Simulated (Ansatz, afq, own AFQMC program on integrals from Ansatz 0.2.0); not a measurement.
**H2Br (doublet): AFQMC on the coupled-cluster ladder at distance H1–H2 along a hydrogen transfer = 0.971 Å, cc-pVTZ**

How near does AFQMC come to the top of the ladder for H2Br (doublet)?

The runs use Ansatz 0.2.0, Gaussian basis, and an in-house AFQMC program (afq) on its integrals; all values are calculated; cc-pVTZ, frozen cores.

The runs, in order: PBE (unrestricted); r2SCAN (unrestricted); PBE0 (unrestricted); CCSD(T) on UHF; B3LYP (unrestricted); wB97M-V (unrestricted); B2PLYP (unrestricted); CCSDT(Q) on UHF; Phaseless AFQMC, CISD trial on UHF.

## (1) The system

The geometry derives from fragments relaxed apart (PBE0/def2-TZVP) and kept rigid, so it is no stationary point. A hydrogen atom is moved between rigid fragments. No spin-orbit coupling is included. The filled d shell of Br may be among the frozen orbitals whatever the setting's name suggests; the logs give the count.

3 atoms, charge 0, spin multiplicity 2.

Atoms are counted from 1 here; the program's logs count them from 0.

Bond lengths: H2–Br3 1.620 Å.

## (2) PBE (unrestricted)

The input, in.yaml:

```yaml
crystal:
  periodic: [false, false, false]
  atoms:
    - {symbol: H, position_ang: [0.000000, 0.000000, -1.187333]}
    - {symbol: H, position_ang: [0.000000, 0.000000, -0.216333]}
    - {symbol: Br, position_ang: [0.000000, 0.000000, 1.403667]}
basis:
  gaussian: {orbitals: cc-pVTZ}
magnetization: {spin_polarized: true, initial_magnetization: 1}
hamiltonian: {xc: {name: PBE}}
output: {orbitals: {seedname: orbitals}}
```

Started as:

```bash
$ ansatz run in.yaml --threads 1 --pin off --events-out ev --progress --plain --max-ram 5632MiB --backend cpu
```

What it wrote:

```text
Functional definition: PBE
  name "PBE"
  cite "Perdew, Burke & Ernzerhof, Phys. Rev. Lett. 77, 3865 (1996) doi:10.1103/PhysRevLett.77.3865"
  parent pbe
  parameter kappa = 0.804
  parameter beta = 0.06672455060314922
  exchange = pbe_x(kappa = kappa, mu = beta*pi^2/3)
  correlation = pbe_c(beta = beta)
494 factors; their error is unknown
mean field evaluation 1: about -70066.9669 eV, gradient 7.5e0 eV
mean field evaluation 2: about -70066.9992 eV, gradient 7.0e0 eV
mean field evaluation 4: about -70067.3162 eV, gradient 5.6e-1 eV
mean field evaluation 8: about -70067.3119 eV, gradient 1.4e-2 eV
mean field evaluation 16: about -70065.5386 eV, gradient 7.4e-1 eV
mean field -70067.31187236 eV, -2574.9262179793 hartree, gradient 5.4e-5 eV, S^2 0.755440; 3 other end points of the search recorded, 0 dependent functions left out
reference -70067.31190135 eV, -2574.9262190447 hartree; 19, 18 occupied and 52, 53 virtual orbitals, 494 factors
Total energy: -70067.31190135 eV, -2574.9262190447 hartree
```

It took 1.5 s on 1 thread of AMD EPYC 7R13 (Zen 3), shared host; peak memory 1.6 GiB.

From the report: ⟨S²⟩ of the determinant 0.755 (pure doublet: 0.75).

## (3) r2SCAN (unrestricted)

in.yaml, as its differences from that of step 2:

```diff
@@ -9,3 +9,2 @@
 magnetization: {spin_polarized: true, initial_magnetization: 1}
-hamiltonian: {xc: {name: PBE}}
-output: {orbitals: {seedname: orbitals}}
+hamiltonian: {xc: {name: r2SCAN}}
```

Same command.

What it wrote:

```text
Functional definition: r2SCAN
  name "r2SCAN"
  cite "Furness, Kaplan, Ning, Perdew & Sun, J. Phys. Chem. Lett. 11, 8208 (2020) doi:10.1021/acs.jpclett.0c02405"
  cite "Furness, Kaplan, Ning, Perdew & Sun, J. Phys. Chem. Lett. 11, 9248 (2020) doi:10.1021/acs.jpclett.0c03077"
  parent r2scan
  parameter k0 = 0.174
  parameter k1 = 0.065
  parameter a1 = 4.9479
  exchange = r2scan_x(k0 = k0, k1 = k1, a1 = a1)
  correlation = r2scan_c
494 factors; their error is unknown
mean field evaluation 1: about -70077.2198 eV, gradient 5.9e0 eV
mean field evaluation 2: about -70077.3583 eV, gradient 4.6e0 eV
mean field evaluation 4: about -70077.4932 eV, gradient 5.5e-1 eV
mean field evaluation 8: about -70077.4881 eV, gradient 1.7e-2 eV
mean field evaluation 16: about -70074.7890 eV, gradient 1.0e1 eV
mean field -70077.48808550 eV, -2575.3001869147 hartree, gradient 3.4e-5 eV, S^2 0.760677; 3 other end points of the search recorded, 0 dependent functions left out
reference -70077.48809442 eV, -2575.3001872423 hartree; 19, 18 occupied and 52, 53 virtual orbitals, 494 factors
Total energy: -70077.48809442 eV, -2575.3001872423 hartree
```

Run time: 3.5 s. Hardware: 1 thread of AMD EPYC 7R13 (Zen 3), shared host; peak memory 1.6 GiB.

From the report: ⟨S²⟩ of the determinant 0.761 (pure doublet: 0.75).

## (4) PBE0 (unrestricted)

in.yaml, as its differences from that of step 3:

```diff
@@ -9,2 +9,3 @@
 magnetization: {spin_polarized: true, initial_magnetization: 1}
-hamiltonian: {xc: {name: r2SCAN}}
+hamiltonian: {xc: {name: PBE0}}
+output: {orbitals: {seedname: orbitals}}
```

The command is unchanged.

What it wrote:

```text
Functional definition: PBE0
  name "PBE0"
  cite "Adamo & Barone, J. Chem. Phys. 110, 6158 (1999) doi:10.1063/1.478522"
  cite "Perdew, Burke & Ernzerhof, Phys. Rev. Lett. 77, 3865 (1996) doi:10.1103/PhysRevLett.77.3865"
  parent pbe
  parameter a = 0.25
  parameter kappa = 0.804
  parameter beta = 0.06672455060314922
  exchange = (1 - a)*pbe_x(kappa = kappa, mu = beta*pi^2/3) + a*exact_x
  correlation = pbe_c(beta = beta)
533 factors; their error is unknown
mean field evaluation 1: about -70069.3192 eV, gradient 4.4e0 eV
mean field evaluation 2: about -70069.4503 eV, gradient 1.8e0 eV
mean field evaluation 4: about -70069.4793 eV, gradient 2.9e-1 eV
mean field evaluation 8: about -70069.7036 eV, gradient 3.8e-2 eV
mean field evaluation 16: about -70068.5921 eV, gradient 6.7e0 eV
mean field -70069.70357691 eV, -2575.0141115004 hartree, gradient 6.6e-5 eV, S^2 0.761475; 1 other end points of the search recorded, 0 dependent functions left out
reference -70069.70359900 eV, -2575.0141123122 hartree; 19, 18 occupied and 52, 53 virtual orbitals, 533 factors
Total energy: -70069.70359900 eV, -2575.0141123122 hartree
```

Wall time 0.99 s (1 thread of AMD EPYC 7R13 (Zen 3), shared host); peak memory 1.6 GiB.

From the report: ⟨S²⟩ of the determinant 0.761 (pure doublet: 0.75).

## (5) CCSD(T) on UHF

in.yaml, as its differences from that of step 4:

```diff
@@ -9,3 +9,2 @@
 magnetization: {spin_polarized: true, initial_magnetization: 1}
-hamiltonian: {xc: {name: PBE0}}
-output: {orbitals: {seedname: orbitals}}
+correlation: {method: ccsd_t, electrons: outside_noble_gas, hamiltonian_folder: ham}
```

Started as:

```bash
$ ansatz run in.yaml --threads 1 --pin off --events-out ev --progress --plain --max-ram 16896MiB --backend cuda --devices 0, --max-vram 18GiB
```

What it wrote, cut to the lines that bear on the results:

```text
Functional definition: HF
  name "HF"
  cite "Fock, Z. Phys. 61, 126 (1930) doi:10.1007/BF01340294"
  parent pbe
[...]
428 factors; integrals over basis functions are off by at most 1.3e-3 eV
[...]
mean field -70029.50841877 eV, -2573.5369666841 hartree, gradient 7.6e-6 eV, S^2 0.800475; 1 other end points of the search recorded, 0 dependent functions left out
determinant -70029.50841877 eV, -2573.5369666841 hartree, with singles and doubles -70035.13960918 eV, -2573.7439091147 hartree
determinant -70027.97505363 eV, -2573.4806165545 hartree, with singles and doubles -70033.59658800 eV, -2573.6872041323 hartree
14 core orbitals not correlated: weight in the atoms' cores, before any rotation towards them, 1.000 or more for the frozen orbitals, at most 0.000 for the correlated occupied ones
reference -70029.50841877 eV, -2573.5369666841 hartree; 5, 4 occupied and 52, 53 virtual orbitals, 428 factors
second order -4.90005823 eV of doubles, -0.00000000 eV of singles
cycle   1  -5.58817788 eV  change   -1.8e-1 eV  update   1.2e-2
[...]
cycle   8  -5.59630340 eV  change    2.9e-6 eV  update   9.0e-6
perturbative correction -0.18725575 eV, -0.0068815218 hartree
Total energy: -70035.29197791 eV, -2573.7495085624 hartree
```

It took 6.5 s on 1 × NVIDIA H100 80GB HBM3 with 1 thread of AMD EPYC 7R13 (Zen 3), shared host; peak host memory 1.6 GiB.

From the report: ⟨S²⟩ of the determinant 0.800 (pure doublet: 0.75); correlation -5.7836 eV; T1 0.016; largest double amplitude 0.07.

This run also writes the integrals to the folder ham.

## (6) B3LYP (unrestricted)

in.yaml, as its differences from that of step 5:

```diff
@@ -9,2 +9,2 @@
 magnetization: {spin_polarized: true, initial_magnetization: 1}
-correlation: {method: ccsd_t, electrons: outside_noble_gas, hamiltonian_folder: ham}
+hamiltonian: {xc: {name: B3LYP}}
```

Started as:

```bash
$ ansatz run in.yaml --threads 1 --pin off --events-out ev --progress --plain --max-ram 5632MiB --backend cpu
```

What it wrote, cut to the lines that bear on the results:

```text
Functional definition: B3LYP
  name "B3LYP"
  cite "Stephens, Devlin, Chabalowski & Frisch, J. Phys. Chem. 98, 11623 (1994) doi:10.1021/j100096a001"
  cite "Becke, Phys. Rev. A 38, 3098 (1988) doi:10.1103/PhysRevA.38.3098"
  cite "Lee, Yang & Parr, Phys. Rev. B 37, 785 (1988) doi:10.1103/PhysRevB.37.785"
  cite "Vosko, Wilk & Nusair, Can. J. Phys. 58, 1200 (1980) doi:10.1139/p80-159"
[...]
524 factors; their error is unknown
[...]
mean field -70078.86479197 eV, -2575.3507799442 hartree, gradient 1.1e-5 eV, S^2 0.758772; 1 other end points of the search recorded, 0 dependent functions left out
reference -70078.86497936 eV, -2575.3507868306 hartree; 19, 18 occupied and 52, 53 virtual orbitals, 524 factors
Total energy: -70078.86497936 eV, -2575.3507868306 hartree
```

Run time: 1.1 s. Hardware: 1 thread of AMD EPYC 7R13 (Zen 3), shared host; peak memory 1.6 GiB.

From the report: ⟨S²⟩ of the determinant 0.759 (pure doublet: 0.75).

## (7) wB97M-V (unrestricted)

in.yaml, as its differences from that of step 6:

```diff
@@ -9,2 +9,3 @@
 magnetization: {spin_polarized: true, initial_magnetization: 1}
-hamiltonian: {xc: {name: B3LYP}}
+hamiltonian: {xc: {name: wB97M-V}}
+output: {orbitals: {seedname: orbitals}}
```

The command is unchanged.

What it wrote, cut to the lines that bear on the results:

```text
Functional definition: wB97M-V
  name "wB97M-V"
  cite "Mardirossian & Head-Gordon, J. Chem. Phys. 144, 214110 (2016) doi:10.1063/1.4952647"
  cite "Becke, J. Chem. Phys. 107, 8554 (1997) doi:10.1063/1.475007"
  cite "Vydrov & Van Voorhis, J. Chem. Phys. 133, 244103 (2010) doi:10.1063/1.3521275"
  # Of w^i u^j: cxij and so on, Table III.
[...]
  gx(w, u) = 1 - cx + cx01*u + cx10*w
  gss(w, u) = css00 + css04*u^4 + css10*w + css20*w^2 + css43*w^4*u^3
  gos(w, u) = cos00 + cos10*w + (cos20 + cos21*u)*w^2 + (cos60 + cos61*u)*w^6
[...]
      + integral(e_c_pw_mod_opposite_spin*gos(b97_w_opposite, b97_u_opposite)) + vv10(b, c)
516 factors; their error is unknown
93 factors; integrals over basis functions are off by at most 4.7e-5 eV
[...]
mean field -70073.50276734 eV, -2575.1537291735 hartree, gradient 5.2e-5 eV, S^2 0.759995; 1 other end points of the search recorded, 0 dependent functions left out
reference -70073.50279662 eV, -2575.1537302497 hartree; 19, 18 occupied and 52, 53 virtual orbitals, 516 factors
Total energy: -70073.50279662 eV, -2575.1537302497 hartree
```

It took 3.9 s on 1 thread of AMD EPYC 7R13 (Zen 3), shared host; peak memory 1.6 GiB.

From the report: ⟨S²⟩ of the determinant 0.760 (pure doublet: 0.75).

## (8) B2PLYP (unrestricted)

in.yaml, as its differences from that of step 7:

```diff
@@ -9,3 +9,3 @@
 magnetization: {spin_polarized: true, initial_magnetization: 1}
-hamiltonian: {xc: {name: wB97M-V}}
-output: {orbitals: {seedname: orbitals}}
+hamiltonian: {xc: {name: B2PLYP}}
+correlation: {electrons: outside_noble_gas}
```

The command is unchanged.

What it wrote, cut to the lines that bear on the results:

```text
Functional definition: B2PLYP
  name "B2PLYP"
  cite "Grimme, J. Chem. Phys. 124, 034108 (2006) doi:10.1063/1.2148954"
  cite "Becke, Phys. Rev. A 38, 3098 (1988) doi:10.1103/PhysRevA.38.3098"
  cite "Lee, Yang & Parr, Phys. Rev. B 37, 785 (1988) doi:10.1103/PhysRevB.37.785"
[...]
428 factors; integrals over basis functions are off by at most 1.3e-3 eV
[...]
mean field -70064.71800802 eV, -2574.8308952231 hartree, gradient 3.9e-6 eV, S^2 0.771258; 0 other end points of the search recorded, 0 dependent functions left out
14 core orbitals not correlated: weight in the atoms' cores, before any rotation towards them, 1.000 or more for the frozen orbitals, at most 0.000 for the correlated occupied ones
reference -70064.71812800 eV, -2574.8308996324 hartree; 5, 4 occupied and 52, 53 virtual orbitals, 428 factors
second order -6.01855458 eV of doubles, -0.00000000 eV of singles
Total energy: -70066.34313774 eV, -2574.8906176387 hartree
```

Run time: 1.4 s. Hardware: 1 thread of AMD EPYC 7R13 (Zen 3), shared host; peak memory 1.6 GiB.

From the report: ⟨S²⟩ of the determinant 0.771 (pure doublet: 0.75).

## (9) CCSDT(Q) on UHF

in.yaml, as its differences from that of step 8:

```diff
@@ -9,3 +9,2 @@
 magnetization: {spin_polarized: true, initial_magnetization: 1}
-hamiltonian: {xc: {name: B2PLYP}}
-correlation: {electrons: outside_noble_gas}
+correlation: {method: ccsdt_q, electrons: outside_noble_gas}
```

Started as:

```bash
$ ansatz run in.yaml --threads 1 --pin off --events-out ev --progress --plain --max-ram 16896MiB --backend cuda --devices 0, --max-vram 18GiB
```

What it wrote, cut to the lines that bear on the results:

```text
Functional definition: HF
  name "HF"
  cite "Fock, Z. Phys. 61, 126 (1930) doi:10.1007/BF01340294"
  parent pbe
[...]
753 factors; integrals over basis functions are off by at most 2.7e-7 eV
[...]
mean field -70029.50843784 eV, -2573.5369673848 hartree, gradient 6.0e-6 eV, S^2 0.800475; 1 other end points of the search recorded, 0 dependent functions left out
determinant -70029.50843784 eV, -2573.5369673848 hartree, with singles and doubles -70035.13964825 eV, -2573.7439105506 hartree
determinant -70027.97508263 eV, -2573.4806176204 hartree, with singles and doubles -70033.59664110 eV, -2573.6872060836 hartree
14 core orbitals not correlated: weight in the atoms' cores, before any rotation towards them, 1.000 or more for the frozen orbitals, at most 0.000 for the correlated occupied ones
reference -70029.50843784 eV, -2573.5369673848 hartree; 5, 4 occupied and 52, 53 virtual orbitals, 753 factors
second order -4.90008407 eV of doubles, -0.00000000 eV of singles
cycle   1  -5.37658711 eV  change   -4.8e-1 eV  update   6.3e-2
[...]
cycle  14  -5.80233426 eV  change   -9.8e-7 eV  update   5.9e-7
perturbative correction -0.00682874 eV, -0.0002509515 hartree
Total energy: -70035.31760084 eV, -2573.7504501875 hartree
```

Wall time 9 s (1 × NVIDIA H100 80GB HBM3 with 1 thread of AMD EPYC 7R13 (Zen 3), shared host); peak host memory 1.6 GiB.

From the report: ⟨S²⟩ of the determinant 0.800 (pure doublet: 0.75); correlation -5.8092 eV; T1 0.016; largest double amplitude 0.07.

## (10) Phaseless AFQMC, CISD trial on UHF

It reads the integrals that the CCSD(T) run on this determinant wrote.

Started as:

```bash
$ afq ham --method phaseless --trial cisd --walkers 4000 --populations 20 --least-time 60 --time-step 0.005 --steps-per-block 50 --equilibration-blocks 28 --max-blocks 4000 --target-error 0.00018 --factor-cut 1e-05 --start spin_pure --seed 8089 --release-times 0.24,0.51,0.99,1.62,2.4 --release-step 0.03 --release-every 3 --taylor-order 6
```

What it wrote:

```text
orbitals 57  electrons 5 4  factors 367 of 428
reference energy -2573.53696668 Eh
CCSD correlation -0.20566021 Eh in 11 cycles, weight of the determinant in the CISD state 0.9061
energy of the start -2573.741039 Eh
 block  time / (1/Eh)  mean weight  energy / Eh
     1     0.250  0.9999  -2573.740647
     2     0.500  1.0002  -2573.743062
     3     0.750  1.0001  -2573.745323
     4     1.000  1.0000  -2573.746670
     5     1.250  0.9999  -2573.747603
     6     1.500  1.0003  -2573.748382
     7     1.750  0.9999  -2573.748892
     8     2.000  1.0005  -2573.749090
     9     2.250  0.9997  -2573.749684
    10     2.500  0.9998  -2573.749731
    11     2.750  1.0001  -2573.749879
    12     3.000  0.9998  -2573.750053
    13     3.250  1.0002  -2573.750431
    14     3.500  0.9996  -2573.749948
    15     3.750  0.9999  -2573.750004
    16     4.000  1.0003  -2573.750198
    17     4.250  0.9998  -2573.750089
    18     4.500  0.9998  -2573.750627
    19     4.750  1.0000  -2573.750478
    20     5.000  1.0001  -2573.750323
    21     5.250  1.0000  -2573.750108
    22     5.500  1.0001  -2573.749888
    23     5.750  1.0001  -2573.750101
    24     6.000  0.9997  -2573.750201
    25     6.250  1.0000  -2573.749740
    26     6.500  1.0001  -2573.750423
    27     6.750  1.0000  -2573.749955
    28     7.000  1.0001  -2573.749875
    29     7.250  0.9999  -2573.749998
    30     7.500  1.0001  -2573.749847
    31     7.750  1.0001  -2573.749743
    32     8.000  1.0001  -2573.749881
    33     8.250  0.9996  -2573.749867
    34     8.500  0.9997  -2573.749430
    35     8.750  1.0000  -2573.750208
    36     9.000  1.0001  -2573.750258
    37     9.250  1.0000  -2573.750332
    38     9.500  1.0000  -2573.749938
    39     9.750  0.9999  -2573.750144
    40    10.000  1.0000  -2573.750248
    41    10.250  0.9997  -2573.750108
    42    10.500  1.0001  -2573.750680
    43    10.750  1.0003  -2573.750467
    44    11.000  1.0001  -2573.751008
    45    11.250  0.9998  -2573.750642
    46    11.500  1.0001  -2573.750567
    47    11.750  0.9999  -2573.750203
    48    12.000  1.0002  -2573.750533
    49    12.250  0.9996  -2573.750171
    50    12.500  0.9997  -2573.750360
    51    12.750  0.9999  -2573.749659
    52    13.000  0.9999  -2573.750148
    53    13.250  1.0000  -2573.750686
    54    13.500  0.9999  -2573.750522
    55    13.750  0.9997  -2573.750710
    56    14.000  0.9997  -2573.750376
    57    14.250  1.0002  -2573.750111
    58    14.500  1.0002  -2573.750213
    59    14.750  1.0000  -2573.749889
    60    15.000  0.9999  -2573.750038
    61    15.250  0.9999  -2573.750010
    62    15.500  1.0002  -2573.750131
    63    15.750  0.9998  -2573.750112
    64    16.000  1.0003  -2573.750109
    65    16.250  1.0000  -2573.750610
    66    16.500  1.0001  -2573.750510
    67    16.750  1.0001  -2573.750393
    68    17.000  1.0000  -2573.750312
    69    17.250  1.0000  -2573.749921
    70    17.500  1.0000  -2573.750287
    71    17.750  0.9998  -2573.750659
    72    18.000  0.9999  -2573.750264
    73    18.250  1.0002  -2573.750092
    74    18.500  1.0002  -2573.750631
    75    18.750  1.0002  -2573.750481
    76    19.000  1.0003  -2573.749670
    77    19.250  1.0000  -2573.749701
    78    19.500  0.9999  -2573.749878
error from the spread of 20 populations
released: time / (1/Eh)  energy / Eh  error  mean overlap
  0.24  -2573.750289  0.000088  0.9993
  0.51  -2573.750379  0.000069  0.9973
  0.99  -2573.750488  0.000045  0.9912
  1.62  -2573.750427  0.000046  0.9929
  2.40  -2573.750537  0.000099  0.9916
energy -2573.750215 +/- 0.000086 Eh
```

It took 1.9 min on 1 × NVIDIA H100 80GB HBM3 with 2 threads of AMD EPYC 7R13 (Zen 3), shared host; peak host memory 1.6 GiB.

Energy -70035.3112 ± 0.0023 eV. Caveats: constraint bias not in the error.

## (11) AFQMC on the ladder

On the UHF determinant, counted from CCSDT(Q) (a yardstick, not exact):

```csv
level,energy (eV),from CCSDT(Q) (kJ/mol),statistical error (kJ/mol),time
HF,-70029.5084,+560.5,,
MP2,-70034.4085,+87.7,,
CCSD,-70035.1047,+20.5,,
CCSD(T),-70035.2920,+2.5,,
CCSDT(Q),-70035.3176,0.0,,
"Phaseless AFQMC, CISD trial, step 0.005, 4000 walkers",-70035.3112,+0.6,0.2,1.9 min
```

The functionals' totals stand on their own zeros and serve differences with other points: PBE -70067.312 eV; r2SCAN -70077.488 eV; PBE0 -70069.704 eV; B3LYP -70078.865 eV; wB97M-V -70073.503 eV; B2PLYP -70066.343 eV.

## (12) What came out

```
                                        quantity              value
                    CCSD(T) on UHF from CCSDT(Q)        +2.5 kJ/mol
Phaseless AFQMC, CISD trial on UHF from CCSDT(Q)  +0.6 ± 0.2 kJ/mol
```

What this shows: On UHF the phaseless walk with the CISD trial lies +0.6 kJ/mol from CCSDT(Q), within three error bars. Error bars are statistical and leave out the constraint, the time step and what remains of the start.
